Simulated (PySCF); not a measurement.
# C2H5IO: NMR shieldings, spin-spin couplings, relativistic core levels, part 2 of 2

PySCF 2.14.0. Atoms count from 0.

## (7) Spin-spin couplings: PBE0/pcJ-1 I:dyall-v2z, non-relativistic

The job: settings as JSON, then the geometry in Å.

```
{"job": {"kind": "hj", "xc": "PBE0", "basis": {"default": "pcJ-1", "I": "dyall-v2z"}, "rel": "nr", "atoms": [3]}, "charge": 0, "multiplicity": 1}
C     -1.253029     0.345534     0.008505
O     -0.177873    -0.188561    -0.719106
C      0.961970    -0.376540    -0.028508
I      2.032000     1.516193     0.490233
H     -2.128330     0.343822    -0.652531
H     -1.470348    -0.259590     0.907438
H     -1.033882     1.381539     0.323332
H      0.825149    -0.847333     0.958761
H      1.686860    -0.914210    -0.648297
```

Level: PBE0/pcJ-1 I:dyall-v2z indirect spin-spin coupling, non-relativistic, Gaussian nuclei, gas phase.

What it wrote:

```text
non-relativistic SCF
coarse grid: 35928 points
cycle   1  E = -7074.1525925948  dE = -2.448e+02  |g| = 8.519e+00  |ddm| = 3.280e+00
cycle   2  E = -7074.1925448490  dE = -3.995e-02  |g| = 2.409e+00  |ddm| = 1.232e+00
cycle   3  E = -7074.2202447277  dE = -2.770e-02  |g| = 1.291e+00  |ddm| = 1.490e+00
cycle   4  E = -7074.3768431577  dE = -1.566e-01  |g| = 4.215e-01  |ddm| = 1.003e+00
cycle   5  E = -7074.4073714873  dE = -3.053e-02  |g| = 7.779e-02  |ddm| = 3.630e-01
cycle   6  E = -7074.4083351748  dE = -9.637e-04  |g| = 2.009e-02  |ddm| = 7.320e-02
cycle   7  E = -7074.4084211981  dE = -8.602e-05  |g| = 8.203e-03  |ddm| = 2.285e-02
cycle   8  E = -7074.4084346637  dE = -1.347e-05  |g| = 1.023e-03  |ddm| = 8.652e-03
cycle   9  E = -7074.4084349409  dE = -2.771e-07  |g| = 2.906e-04  |ddm| = 1.981e-03
final grid: 74528 points
cycle  10  E = -7074.4086082421  dE = -1.767e-08  |g| = 5.619e-04  |ddm| = 1.078e-03
cycle  11  E = -7074.4086081875  dE =  5.455e-08  |g| = 6.904e-04  |ddm| = 1.090e-03
cycle  12  E = -7074.4086082807  dE = -9.319e-08  |g| = 1.320e-04  |ddm| = 7.406e-04
cycle  13  E = -7074.4086082835  dE = -2.769e-09  |g| = 6.024e-05  |ddm| = 1.277e-04
converged SCF energy = -7074.4086082835
two-component SCF
cycle   1  E = -7074.4086082835  dE = -7.074e+03  |FDS-SDF| = 6.024e-05
cycle   2  E = -7074.4086082833  dE =  1.955e-10  |FDS-SDF| = 6.817e-05
converged, E = -7074.4086082833

Indirect spin-spin couplings
  i        j     bonds      J/Hz   K/1e19 T2/J   anisotropy/Hz
  3 127I    0  13C    3        3.75        6.16         6.5
  3 127I    1  17O    2      -31.80       96.90       -31.7
  3 127I    2  13C    1      -67.02     -110.12       109.8
  3 127I    4   1H    4        0.14        0.06        -2.2
  3 127I    5   1H    4        2.69        1.11         6.9
  3 127I    6   1H    4        0.01        0.01        13.0
  3 127I    7   1H    2       24.28       10.03       -25.4
  3 127I    8   1H    2       18.14        7.50       -23.6
```

Wall time 58 s (1 thread of Intel Xeon Platinum 8375C at 2.90GHz, shared host); peak memory 0.94 GiB.

## (8) NMR shieldings: PBE0/pcJ-1 I:dyall-v2z, spin-free

Settings changed since step 7:

```diff
@@ -1,2 +1,2 @@
-{"job": {"kind": "hj", "xc": "PBE0", "basis": {"default": "pcJ-1", "I": "dyall-v2z"}, "rel": "nr", "atoms": [3]}, "charge": 0, "multiplicity": 1}
+{"job": {"kind": "hnmr", "xc": "PBE0", "basis": {"default": "pcJ-1", "I": "dyall-v2z"}, "rel": "sf"}, "charge": 0, "multiplicity": 1}
 C     -1.253029     0.345534     0.008505
```

With the program's defaults for keys left out, this is: PBE0/pcJ-1 I:dyall-v2z GIAO NMR shielding, spin-free X2C, Gaussian nuclei, gas phase.

What it wrote:

```text
spin-free SCF
coarse grid: 35928 points
cycle   1  E = -7269.6277525422  dE =  1.220e-02  |g| = 5.418e-01  |ddm| = 2.330e+00
cycle   2  E = -7269.5732693104  dE =  5.448e-02  |g| = 7.615e-01  |ddm| = 8.606e-01
cycle   3  E = -7269.6735543768  dE = -1.003e-01  |g| = 8.505e-02  |ddm| = 5.165e-01
cycle   4  E = -7269.6745133089  dE = -9.589e-04  |g| = 5.158e-02  |ddm| = 1.294e-01
cycle   5  E = -7269.6749370348  dE = -4.237e-04  |g| = 9.782e-03  |ddm| = 5.522e-02
cycle   6  E = -7269.6749539396  dE = -1.690e-05  |g| = 4.289e-03  |ddm| = 1.153e-02
cycle   7  E = -7269.6749580624  dE = -4.123e-06  |g| = 4.825e-04  |ddm| = 4.168e-03
final grid: 74528 points
cycle   8  E = -7269.6756802780  dE = -3.728e-06  |g| = 3.491e-03  |ddm| = 1.579e-03
cycle   9  E = -7269.6756799752  dE =  3.028e-07  |g| = 1.446e-03  |ddm| = 2.199e-03
cycle  10  E = -7269.6756797873  dE =  1.879e-07  |g| = 1.715e-03  |ddm| = 2.963e-03
cycle  11  E = -7269.6756804344  dE = -6.471e-07  |g| = 6.719e-05  |ddm| = 1.590e-03
cycle  12  E = -7269.6756804350  dE = -6.394e-10  |g| = 8.241e-06  |ddm| = 4.418e-05
converged SCF energy = -7269.6756804350
check of the scalar solution
cycle   1  E = -7269.6756804350  dE = -7.270e+03  |FDS-SDF| = 8.241e-06
cycle   2  E = -7269.6756804350  dE = -9.095e-13  |FDS-SDF| = 9.372e-06
converged, E = -7269.6756804350

Field gradients (au) and densities at the nuclei (bohr^-3)
atom        Vxx        Vyy        Vzz        centre      nuclear mean
  0 C     -0.1905    -0.2251     0.4156        125.754        125.751
  1 O     -0.2134    -1.6488     1.8623        310.904        310.894
  2 C      0.0282     0.3537    -0.3819        125.858        125.855
  3 I     -4.8797    -5.5907    10.4704     245863.156     238057.056
  4 H     -0.1289    -0.1525     0.2814          0.478          0.478
  5 H     -0.1190    -0.1489     0.2679          0.476          0.476
  6 H     -0.1190    -0.1446     0.2636          0.473          0.473
  7 H     -0.1229    -0.1441     0.2670          0.475          0.475
  8 H     -0.1322    -0.1479     0.2801          0.477          0.477
without picture change
  3 I                           11.4099                    537990.349

Core orbital energies (eV)
atom   shell        mean    spread
  3 I  1s       -33020.077   0.000
  3 I  2s        -5126.014   0.000
  3 I  3s        -1044.714   0.000
  3 I  4s         -187.076   0.000
  3 I  5s          -18.841   0.000
  3 I  2p        -4602.560   0.049
  3 I  3p         -873.574   0.141
  3 I  4p         -132.698   0.355
  3 I  3d         -615.649   0.132
  3 I  4d          -52.398   0.419

Shielding tensors (ppm)
atom      isotropic    diamagn.    paramagn.     s11        s22        s33       span
  0 C       126.05      246.76     -120.71      91.01     105.85     181.28      90.28
  1 O       262.12      394.17     -132.05     172.36     276.55     337.46     165.10
  2 C        99.56      245.01     -145.44      34.24     110.01     154.45     120.21
  3 I      3893.94     5559.35    -1665.41    2434.00    3697.85    5549.97    3115.98
  4 H        27.75       28.39       -0.64      23.65      25.47      34.11      10.45
  5 H        28.66       29.00       -0.34      25.19      25.89      34.91       9.72
  6 H        27.58       28.52       -0.94      22.78      28.02      31.93       9.14
  7 H        25.91       28.58       -2.67      16.89      26.45      34.39      17.50
  8 H        25.19       28.00       -2.81      16.90      26.14      32.53      15.63
```

Run time: 34 s. Hardware: 1 thread of Intel Xeon Platinum 8375C at 2.90GHz, shared host; peak memory 1.2 GiB.

## (9) Spin-spin couplings: PBE0/pcJ-1 I:dyall-v2z, spin-free

Settings changed since step 8:

```diff
@@ -1,2 +1,2 @@
-{"job": {"kind": "hnmr", "xc": "PBE0", "basis": {"default": "pcJ-1", "I": "dyall-v2z"}, "rel": "sf"}, "charge": 0, "multiplicity": 1}
+{"job": {"kind": "hj", "xc": "PBE0", "basis": {"default": "pcJ-1", "I": "dyall-v2z"}, "rel": "sf", "atoms": [3]}, "charge": 0, "multiplicity": 1}
 C     -1.253029     0.345534     0.008505
```

With the program's defaults for keys left out, this is: PBE0/pcJ-1 I:dyall-v2z indirect spin-spin coupling, X2C without spin-orbit coupling, Gaussian nuclei, gas phase.

What it wrote:

```text
spin-free SCF
coarse grid: 35928 points
cycle   1  E = -7269.6277525422  dE =  1.220e-02  |g| = 5.418e-01  |ddm| = 2.330e+00
cycle   2  E = -7269.5732693104  dE =  5.448e-02  |g| = 7.615e-01  |ddm| = 8.606e-01
cycle   3  E = -7269.6735543768  dE = -1.003e-01  |g| = 8.505e-02  |ddm| = 5.165e-01
cycle   4  E = -7269.6745133089  dE = -9.589e-04  |g| = 5.158e-02  |ddm| = 1.294e-01
cycle   5  E = -7269.6749370348  dE = -4.237e-04  |g| = 9.782e-03  |ddm| = 5.522e-02
cycle   6  E = -7269.6749539396  dE = -1.690e-05  |g| = 4.289e-03  |ddm| = 1.153e-02
cycle   7  E = -7269.6749580624  dE = -4.123e-06  |g| = 4.825e-04  |ddm| = 4.168e-03
final grid: 74528 points
cycle   8  E = -7269.6756802780  dE = -3.728e-06  |g| = 3.491e-03  |ddm| = 1.579e-03
cycle   9  E = -7269.6756799752  dE =  3.028e-07  |g| = 1.446e-03  |ddm| = 2.199e-03
cycle  10  E = -7269.6756797873  dE =  1.879e-07  |g| = 1.715e-03  |ddm| = 2.963e-03
cycle  11  E = -7269.6756804344  dE = -6.471e-07  |g| = 6.719e-05  |ddm| = 1.590e-03
cycle  12  E = -7269.6756804350  dE = -6.394e-10  |g| = 8.241e-06  |ddm| = 4.418e-05
converged SCF energy = -7269.6756804350
two-component SCF
cycle   1  E = -7269.6756804352  dE = -7.270e+03  |FDS-SDF| = 8.241e-06
cycle   2  E = -7269.6756804352  dE =  1.455e-11  |FDS-SDF| = 9.372e-06
converged, E = -7269.6756804352

Indirect spin-spin couplings
  i        j     bonds      J/Hz   K/1e19 T2/J   anisotropy/Hz
  3 127I    0  13C    3        3.47        5.71         7.4
  3 127I    1  17O    2      -34.28      104.47       -30.8
  3 127I    2  13C    1      -99.10     -162.83       117.3
  3 127I    4   1H    4        0.42        0.17        -2.2
  3 127I    5   1H    4        2.48        1.03         9.0
  3 127I    6   1H    4       -0.99       -0.41        15.2
  3 127I    7   1H    2       31.33       12.95       -32.5
  3 127I    8   1H    2       25.53       10.55       -28.6
```

It took 66 s on 1 thread of Intel Xeon Platinum 8375C at 2.90GHz, shared host; peak memory 1 GiB.

## (10) NMR shieldings: GIAO PBE0/pcJ-1 I:def2-TZVP (core potentials), core potentials from Rb on, else non-relativistic

Settings changed since step 9:

```diff
@@ -1,2 +1,2 @@
-{"job": {"kind": "hj", "xc": "PBE0", "basis": {"default": "pcJ-1", "I": "dyall-v2z"}, "rel": "sf", "atoms": [3]}, "charge": 0, "multiplicity": 1}
+{"job": {"kind": "hnmr", "xc": "PBE0", "basis": {"default": "pcJ-1", "I": "def2-TZVP"}, "rel": "ecp", "pop": false}, "charge": 0, "multiplicity": 1}
 C     -1.253029     0.345534     0.008505
```

Level: GIAO PBE0/pcJ-1 I:def2-TZVP NMR shielding, scalar-relativistic core potentials on the heavy atoms, no spin-orbit coupling, gas phase.

What it wrote:

```text
coarse grid: 35928 points
cycle   1  E = -449.7653671900  dE = -3.979e+01  |g| = 3.510e+00  |ddm| = 1.898e+01
cycle   2  E = -444.5386083411  dE =  5.227e+00  |g| = 4.679e+00  |ddm| = 1.549e+01
cycle   3  E = -450.6722260064  dE = -6.134e+00  |g| = 2.018e+00  |ddm| = 1.388e+01
cycle   4  E = -451.8367353599  dE = -1.165e+00  |g| = 8.885e-01  |ddm| = 2.531e+00
cycle   5  E = -451.9160060068  dE = -7.927e-02  |g| = 4.571e-01  |ddm| = 8.712e-01
cycle   6  E = -451.9697138394  dE = -5.371e-02  |g| = 1.675e-01  |ddm| = 4.911e-01
cycle   7  E = -451.9750424989  dE = -5.329e-03  |g| = 5.373e-02  |ddm| = 1.571e-01
cycle   8  E = -451.9755210529  dE = -4.786e-04  |g| = 2.369e-02  |ddm| = 6.144e-02
cycle   9  E = -451.9756420369  dE = -1.210e-04  |g| = 3.988e-03  |ddm| = 2.351e-02
cycle  10  E = -451.9756453783  dE = -3.341e-06  |g| = 1.510e-03  |ddm| = 4.473e-03
final grid: 74528 points
cycle  11  E = -451.9756500114  dE =  2.963e-07  |g| = 1.823e-03  |ddm| = 2.501e-03
cycle  12  E = -451.9756488897  dE =  1.122e-06  |g| = 2.801e-03  |ddm| = 3.672e-03
cycle  13  E = -451.9756507663  dE = -1.877e-06  |g| = 4.023e-04  |ddm| = 2.446e-03
cycle  14  E = -451.9756507895  dE = -2.327e-08  |g| = 3.166e-05  |ddm| = 2.865e-04
cycle  15  E = -451.9756507897  dE = -1.505e-10  |g| = 6.532e-06  |ddm| = 2.514e-05
converged SCF energy = -451.9756507897

GIAO shielding tensors (ppm)
atom      isotropic    diamagn.    paramagn.     s11        s22        s33       span
  0 C      126.091     246.485    -120.394     91.136    106.144    180.993     89.856
  1 O      262.675     394.360    -131.685    173.436    277.916    336.672    163.236
  2 C       99.791     241.949    -142.158     35.111    109.599    154.664    119.553
  3 I          nan         nan         nan        nan        nan        nan        nan
  4 H       27.690      28.282      -0.593     23.638     25.397     34.033     10.395
  5 H       28.604      28.875      -0.271     25.143     25.828     34.843      9.700
  6 H       27.508      28.365      -0.857     22.836     27.980     31.707      8.871
  7 H       25.793      27.814      -2.020     16.891     26.403     34.086     17.195
  8 H       25.093      27.082      -1.989     16.939     26.069     32.271     15.332
```

Run time: 14 s. Hardware: 1 thread of Intel Xeon Platinum 8375C at 2.90GHz, shared host; peak memory 1.2 GiB.

An atom whose core is replaced by a potential has no meaningful shielding, so its row holds no numbers.

## (11) Shieldings side by side

| run | I3 | C2 | O1 | H6 | C0 | H7 | H4 | time |
| --- | --- | --- | --- | --- | --- | --- | --- | --- |
| step 3, PBE0/pcJ-1 I:dyall-v2z, spin–orbit | 5204.6 | 126.3 | 268.0 | 28.1 | 125.6 | 26.2 | 27.9 | 1.7 min |
| step 6, PBE0/pcJ-1 I:dyall-v2z, non-relativistic | 3936.4 | 102.5 | 266.3 | 27.6 | 126.1 | 26.0 | 27.7 | 32 s |
| step 8, PBE0/pcJ-1 I:dyall-v2z, spin-free | 3893.9 | 99.6 | 262.1 | 27.6 | 126.0 | 25.9 | 27.7 | 34 s |
| step 10, GIAO PBE0/pcJ-1 I:def2-TZVP (core potentials), core potentials from Rb on, else non-relativistic | – | 99.8 | 262.7 | 27.5 | 126.1 | 25.8 | 27.7 | 14 s |

## (12) Summary of results

This closing draws on all 2 parts.

```
                                                                                                              quantity                                        value
                                                                                                           point group                                           C1
                                                                                  rotational constants (main isotopes)                        12.98, 1.74, 1.60 GHz
                                          energy from spin-orbit coupling (step 3, PBE0/pcJ-1 I:dyall-v2z, spin–orbit)                                   -1.2352 Eh
                                                               shieldings (step 3, PBE0/pcJ-1 I:dyall-v2z, spin–orbit)  C0 125.6, O1 268.0, C2 126.3, I3 5204.6 ppm
                                          energy from spin-orbit coupling (step 4, PBE0/pcJ-1 I:dyall-v2z, spin–orbit)                                   -1.2352 Eh
                                                 largest reduced coupling (step 4, PBE0/pcJ-1 I:dyall-v2z, spin–orbit)      I3–C2: J = -69.8 Hz, K = -115·10¹⁹ T²/J
                                                  I3 3d5/2 binding energy (step 5, PBE0/pcJ-1 I:dyall-v2z, spin–orbit)                     623.2 eV, 3d3/2 635.0 eV
                                                  I3 4d5/2 binding energy (step 5, PBE0/pcJ-1 I:dyall-v2z, spin–orbit)                       55.7 eV, 4d3/2 57.4 eV
                                          energy from spin-orbit coupling (step 5, PBE0/pcJ-1 I:dyall-v2z, spin–orbit)                                   -1.2352 Eh
                                                         shieldings (step 6, PBE0/pcJ-1 I:dyall-v2z, non-relativistic)  C0 126.1, O1 266.3, C2 102.5, I3 3936.4 ppm
                                           largest reduced coupling (step 7, PBE0/pcJ-1 I:dyall-v2z, non-relativistic)      I3–C2: J = -67.0 Hz, K = -110·10¹⁹ T²/J
                                                                shieldings (step 8, PBE0/pcJ-1 I:dyall-v2z, spin-free)   C0 126.0, O1 262.1, C2 99.6, I3 3893.9 ppm
                                                  largest reduced coupling (step 9, PBE0/pcJ-1 I:dyall-v2z, spin-free)      I3–C2: J = -99.1 Hz, K = -163·10¹⁹ T²/J
shieldings (step 10, GIAO PBE0/pcJ-1 I:def2-TZVP (core potentials), core potentials from Rb on, else non-relativistic)              C0 126.1, O1 262.7, C2 99.8 ppm
```

In words: The optimisation took 4 steps and gained 0.055 eV; among the close pairs (by a distance rule), C0–H5 changed most, from 1.078 to 1.105 Å. In step 3, I3 has the widest tensor, 2324 ppm. Couplings to heavy atoms from non-relativistic runs lack large relativistic terms. The steps not marked spin–orbit leave spin-orbit coupling out. I3 moves most between the runs, by 1311 ppm; the labels say what changes from run to run.
